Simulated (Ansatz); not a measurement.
# CH₅BOSi: one species, many methods

The task here is to estimate one member of a computed series from the others.

Method: functionals in def2-TZVPP, the program's frozen cores in correlated methods; program: Ansatz 0.2.0, Gaussian basis.

Levels to be run: LDA (SPW92), PBE-D4, revPBE-D4, BLYP-D4, r2SCAN-D4, B97M-V, PBE0-D4, B3LYP-D4, r2SCANh-D4, r2SCAN0-D4, HSE06-D4, BHLYP-D4, CAM-B3LYP-D4, LC-ωPBE, ωB97X-V, ωB97M-V, B2PLYP, PBE-QIDH; CCSD(T)/def2-SVP; CCSD(T)/def2-TZVPP; MP2/def2-QZVPP; extrapolation to the limit; RPA on PBE.

## The relaxed structure

The geometry comes from an earlier relaxation with PBE0-D4 in a triple-zeta def2 set; it is a stationary point, not always the lowest conformer.

SMILES `B1OC[SiH2]1`, 9 atoms, charge 0, spin multiplicity 1.

Atoms are counted from 1 here; the program's logs count them from 0.

Bond lengths: B1–O2 1.357 Å, B1–Si4 2.022 Å, B1–H5 1.194 Å, O2–C3 1.462 Å, C3–Si4 1.921 Å, C3–H6 1.091 Å, C3–H7 1.091 Å, Si4–H8 1.489 Å, Si4–H9 1.489 Å. Angles: O2–B1–Si4 91.5°, O2–B1–H5 121.1°, Si4–B1–H5 147.4°, B1–O2–C3 106.2°, O2–C3–Si4 92.5°, O2–C3–H6 108.9°, O2–C3–H7 108.9°, Si4–C3–H6 117.9°, Si4–C3–H7 117.8°, H6–C3–H7 108.9°, B1–Si4–C3 69.7°, B1–Si4–H8 121.8°, B1–Si4–H9 121.8°, C3–Si4–H8 114.9°, C3–Si4–H9 115.0°, H8–Si4–H9 108.4°.

The first run:

in.yaml

```yaml
crystal:
  periodic: [false, false, false]
  atoms:
    - {symbol: B, position_ang: [-0.846590, 0.497843, -1.024404]}
    - {symbol: O, position_ang: [0.472124, 0.818132, -1.045611]}
    - {symbol: C, position_ang: [1.069966, 0.160420, 0.115661]}
    - {symbol: Si, position_ang: [-0.608902, -0.600570, 0.656411]}
    - {symbol: H, position_ang: [-1.592854, 0.901246, -1.864574]}
    - {symbol: H, position_ang: [1.851888, -0.519991, -0.226131]}
    - {symbol: H, position_ang: [1.517462, 0.918586, 0.760741]}
    - {symbol: H, position_ang: [-0.660173, -2.088595, 0.633957]}
    - {symbol: H, position_ang: [-1.114420, -0.133471, 1.976851]}
basis:
  gaussian: {orbitals: def2-TZVPP}
hamiltonian: {xc: lda}
output: {orbitals: {seedname: orbitals}}
```

On the command line:

```bash
$ ansatz run in.yaml --threads 2 --pin off --events-out ev --progress --plain --max-ram 4352MiB
```

Among the steps run: LDA; PBE-D4 (GGA); revPBE-D4 (GGA); BLYP-D4 (GGA); r2SCAN-D4 (meta-GGA); B97M-V (meta-GGA); B3LYP-D4 (hybrid); r2SCANh-D4 (hybrid); r2SCAN0-D4 (hybrid); HSE06-D4 (hybrid); BHLYP-D4 (hybrid); CAM-B3LYP-D4 (range-separated); LC-ωPBE (range-separated); ωB97X-V (range-separated); ωB97M-V (range-separated); B2PLYP (double hybrid); PBE-QIDH (double hybrid).

One table of the session follows, with a row left open; its other results are not shown here.

It belongs to the step «Frontier levels by functional». 

| functional | HOMO (eV) | gap (eV) |
| --- | --- | --- |
| LDA (SPW92) | -6.44 | 4.14 |
| PBE-D4 | -6.34 | 4.26 |
| revPBE-D4 | -6.30 | 4.31 |
| BLYP-D4 | -6.23 | 4.33 |
| r2SCAN-D4 | -6.57 | 4.76 |
| B97M-V | -6.67 | 4.75 |
| PBE0-D4 | -7.56 | 6.46 |
| B3LYP-D4 | -7.37 | 6.08 |
| r2SCANh-D4 | ? | ? |
| r2SCAN0-D4 | -7.70 | 6.75 |
| HSE06-D4 | -7.16 | 5.67 |
| BHLYP-D4 | -8.70 | 8.65 |
| CAM-B3LYP-D4 | -8.92 | 8.97 |
| LC-ωPBE | -10.25 | 11.47 |
| ωB97X-V | -9.91 | 11.01 |
| ωB97M-V | -9.71 | 10.59 |

Estimate the missing values for r2SCANh-D4.

Worked estimate for «HOMO (eV)». Against the share of exact exchange, r2SCAN-D4 (0, -6.57), r2SCAN0-D4 (0.25, -7.70) give a slope of -4.52 per unit share; at 0.1 the line stands at -7.02.

The run gave: HOMO (eV): -7.02; gap (eV): 5.56. In «HOMO (eV)» the line misses by 0.00.
